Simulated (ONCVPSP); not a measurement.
# An ONCV potential for Pm, from input to tests

Task: generate the file, and judge it by its errors in other configurations, its logarithmic derivatives, its ghosts and its cutoff.

Method: ONCVPSP 4.0.1, PBE, fully relativistic.

## Step 1: The atom and the settings

Typed settings, in words:

```json
{"element": "promethium (Pm, Z = 61)", "type": "optimised norm-conserving Vanderbilt (ONCV)", "frozen core": "[Kr] 4d10 4f4", "valence charge": "11", "reference configuration": "5s2 5p6 5d1.5 6s1.5", "partial waves": "5s+6s: rc 2.75 bohr, ncon 4, nbas 7, qcut 5.1 1/bohr, 2 projectors; 5p: rc 2.55 bohr, ncon 5, nbas 8, qcut 6 1/bohr, 2 projectors, debl 2.4 Ha; 5d: rc 3.30 bohr, ncon 4, nbas 9, qcut 4.7 1/bohr, 2 projectors, debl 3.5 Ha; f scattering state at 0.2 Ha: rc 2.80 bohr, ncon 3, nbas 6, qcut 3.5 1/bohr, 1 projector", "local potential": "polynomial inside 1.75 bohr (lpopt 5, dvloc0 4 Ha)", "core correction": "Teter function, fcfact 2.5, rcfact 1.75"}
```

An earlier all-electron run gives the scale for the radii.

All-electron outer shells of the reference configuration (PBE, scalar-relativistic, ld1.x):

```csv
shell,level (eV),outermost node (bohr),outermost maximum (bohr)
5s,-44.38,0.70,1.27
5p,-24.58,0.75,1.44
4f,-6.66,–,0.62
6s,-3.66,1.71,3.58
5d,-2.35,0.85,2.07
6p,-1.20,2.04,4.84
```

## Step 2: The generation run

Contents of Pm.dat:

```
# ATOM AND REFERENCE CONFIGURATION
# atsym  z   nc   nv     iexc    psfile
  Pm 61.00   10    4        4      upf
#
#   n    l    f
    1    0    2.00
    2    0    2.00
    2    1    6.00
    3    0    2.00
    3    1    6.00
    3    2   10.00
    4    0    2.00
    4    1    6.00
    4    2   10.00
    4    3    4.00
    5    0    2.00
    5    1    6.00
    5    2    1.50
    6    0    1.50
#
# PSEUDOPOTENTIAL AND OPTIMIZATION
# lmax
    3
#
#   l,   rc,      ep,       ncon, nbas, qcut
    0    2.75    0.00    4    7    5.10
    1    2.55    0.00    5    8    6.00
    2    3.30    0.00    4    9    4.70
    3    2.80    0.20    3    6    3.50
#
# LOCAL POTENTIAL
# lloc, lpopt,  rc(5),   dvloc0
    4    5    1.75    4.00
#
# VANDERBILT-KLEINMAN-BYLANDER PROJECTORs
# l, nproj, debl
    0    2    0.60
    1    2    2.40
    2    2    3.50
    3    1    0.50
#
# MODEL CORE CHARGE
# icmod, fcfact, rcfact
    3    2.50    1.75
#
# LOG DERIVATIVE ANALYSIS
# epsh1, epsh2, depsh
   -3.00    5.00    0.02
#
# OUTPUT GRID
# rlmax, drl
    6.00    0.01
#
# TEST CONFIGURATIONS
# ncnf
    4
# nvcnf
#   n    l    f
    4
    5    0    2.00
    5    1    6.00
    5    2    1.00
    6    0    2.00
#
    4
    5    0    2.00
    5    1    6.00
    5    2    1.00
    6    0    1.00
#
    4
    5    0    2.00
    5    1    6.00
    5    2    1.00
    6    0    0.00
#
    4
    5    0    2.00
    5    1    6.00
    5    2    0.00
    6    0    2.00
#
```

Launch:

```console
$ oncvpspr.x < Pm.dat > Pm.out
```

**Question.** What will these runs give? Wanted: cutoffs for 1 and 0.1 mHa per electron, occupied waves; bound ghosts; GHOST(+) flags; largest test error; largest phase difference near zero energy, channels read; rms error of d²Exc/dn², without and with the model core.

As calculated:

```
                                                quantity                         value
  cutoffs for 1 and 0.1 mHa per electron, occupied waves               11 Ha and 14 Ha
                                            bound ghosts             d3/2 at -80.45 eV
                                          GHOST(+) flags            none at low energy
                            largest test error (AE − PS)  -49 meV, for 5s2 5p6 5d0 6s2
largest phase difference near zero energy, channels read                     2.864 rad
 rms error of d²Exc/dn², without and with the model core             7.13 and 1.86 mHa
```

In words: It has a bound ghost (d3/2), a state that the atom doesn't have, and that rules the file out. By total energies transferability is fair: the largest error is 49 meV on 5.7 eV, for 5s2 5p6 5d0 6s2. It counts as soft on the atom at that tolerance, with 11 Ha needed at the looser tolerance. At the looser tolerance the 5p wave is the slowest; 6s needs 7 Ha. Of the channels read, f7/2 scatters worst near zero energy, by up to 2.86 rad. A step near π is an extra or missing state, not a misfit of shape. The pseudo curves have poles with no partner nearby in the atom's: d3/2 at -2.96 Ha, d3/2 at -2.89 Ha. Note that the frozen 4f shell (-7 eV) lies higher than the valence 5s shell (-44 eV).
